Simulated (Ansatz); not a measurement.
# PC2: the cost of one run

Program: Ansatz 0.2.0. Level of theory: DFT PBE, scalar-relativistic, plane waves, PAW. These are calculated values, not measurements.

## 1. The starting structure

Symmetry: P6_3/mmc, No. 194, hexagonal system. Conventional cell: a = 2.758 Å, b = 2.758 Å, c = 7.019 Å, α = 90.00°, β = 90.00°, γ = 120.00°. P (site symmetry -3m) is surrounded by 6 C at 1.80 Å. Around C (site symmetry 3m) lie 3 P at 1.80 Å and 1 C at 1.82 Å.

As a file:

```cif
data_structure
_symmetry_space_group_name_H-M 'P6_3/mmc'
_symmetry_Int_Tables_number 194
_cell_length_a 2.7577
_cell_length_b 2.7577
_cell_length_c 7.0193
_cell_angle_alpha 90.000
_cell_angle_beta 90.000
_cell_angle_gamma 120.000
_cell_volume 46.23
loop_
_atom_site_label
_atom_site_type_symbol
_atom_site_symmetry_multiplicity
_atom_site_Wyckoff_symbol
_atom_site_fract_x
_atom_site_fract_y
_atom_site_fract_z
_atom_site_occupancy
P1 P 2 a 0.00000 0.00000 0.50000 1
C1 C 4 f 0.66667 0.33333 0.37980 1
```

The cell is invented: 4-, 6-connected net, elements by coordination (P6_3/mmc, No. 194). The dimensions are guesses.

## 2. The guess as it stands, on a coarse mesh

File input.yaml:

```yaml
crystal:
  lattice:
    - [2.75768594, 0.0, 0.0]
    - [-1.37884297, 2.38822608, 0.0]
    - [0.0, 0.0, 7.01933965]
  atoms:
    - { symbol: P, position: [0.0, 0.0, 0.5] }
    - { symbol: P, position: [0.0, 0.0, 0.0] }
    - { symbol: C, position: [0.66666667, 0.33333333, 0.37979528] }
    - { symbol: C, position: [0.33333333, 0.66666667, 0.62020472] }
    - { symbol: C, position: [0.33333333, 0.66666667, 0.87979528] }
    - { symbol: C, position: [0.66666667, 0.33333333, 0.12020472] }
basis:
  ecutwfc: 420
kpoints:
  mp_grid: { grid: [9, 9, 4] }
hamiltonian:
  xc: pbe
scf:
  occupations: { method: gaussian, width: 0.1 }
  lower_state_search: "off"
output:
  forces: true
  stress: true
  eigenvalues: true
```

On the command line:

```bash
$ ansatz run input.yaml --threads 1 --pin off --max-ram 2048MiB --backend cpu --events-out ev --progress --plain --runs-dir out
```

What time and memory should one allow on 1 thread of Intel Xeon 6975P-C (Granite Rapids), shared host?

About 1.1 s, with a peak of 0.38 GiB.
